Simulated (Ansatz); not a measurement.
**SnI₄: how energies converge with the basis set**

An exercise on one series of results from a longer session: the logs are not shown, and one member is left open.

Method: one geometry, several basis sets; program: Ansatz 0.2.0, Gaussian basis.

Plan: PBE0-D4/def2-SVP; ωB97M-V/def2-SVP; PBE0-D4/def2-QZVPP; ωB97M-V/def2-QZVPP; the functionals' def2-TZVPP values are taken from earlier runs.

1 further run of the same task is left out (it didn't finish).

**Structure used throughout**

The geometry comes from an earlier relaxation with PBE0-D4 in a triple-zeta def2 set; it is a stationary point. I, Sn take the def2 core potential; no spin-orbit term is included.

SMILES `[I][Sn]([I])([I])[I]`, 5 atoms, charge 0, spin multiplicity 1.

Atoms are counted from 1 here; the program's logs count them from 0.

Bond lengths: I1–Sn2 2.664 Å, Sn2–I3 2.664 Å, Sn2–I4 2.664 Å, Sn2–I5 2.664 Å. Angles: I1–Sn2–I3 109.5°, I1–Sn2–I4 109.5°, I1–Sn2–I5 109.5°, I3–Sn2–I4 109.5°, I3–Sn2–I5 109.5°, I4–Sn2–I5 109.5°.

Set-up of the first run:

Contents of in.yaml:

```yaml
crystal:
  periodic: [false, false, false]
  atoms:
    - {symbol: I, position_ang: [-1.249500, 0.004650, 2.338681]}
    - {symbol: Sn, position_ang: [0.009960, -0.014744, -0.008303]}
    - {symbol: I, position_ang: [2.271346, -1.405369, 0.209047]}
    - {symbol: I, position_ang: [-1.553527, -1.143716, -1.845659]}
    - {symbol: I, position_ang: [0.571521, 2.485480, -0.735265]}
basis:
  gaussian: {orbitals: def2-SVP}
hamiltonian: {xc: pbe0, dispersion: d4}
output: {orbitals: {seedname: orbitals}}
```

Run with:

```bash
$ ansatz run in.yaml --threads 2 --pin off --events-out ev --progress --plain --max-ram 22528MiB --backend cpu
```

Among the steps run: PBE0-D4 in def2-SVP; ωB97M-V in def2-SVP; PBE0-D4 in def2-QZVPP; ωB97M-V in def2-QZVPP.

One table of the session follows, with a row left open; its other results are not shown here.

It belongs to the step «Functionals by basis». 

| functional | basis | HOMO (eV) | LUMO (eV) |
| --- | --- | --- | --- |
| PBE0-D4 | def2-SVP | -7.89 | -3.71 |
| PBE0-D4 | def2-TZVPP | -7.92 | -3.66 |
| PBE0-D4 | def2-QZVPP | -7.93 | -3.66 |
| ωB97M-V | def2-SVP | ? | ? |
| ωB97M-V | def2-TZVPP | -10.03 | -1.92 |
| ωB97M-V | def2-QZVPP | -10.05 | -1.93 |

Q: Estimate the row for ωB97M-V, def2-SVP from the others.

As computed: HOMO (eV): -9.97; LUMO (eV): -1.93. In the column «HOMO (eV)» it lies between ωB97M-V, def2-TZVPP (-10.03) and PBE0-D4, def2-QZVPP (-7.93).
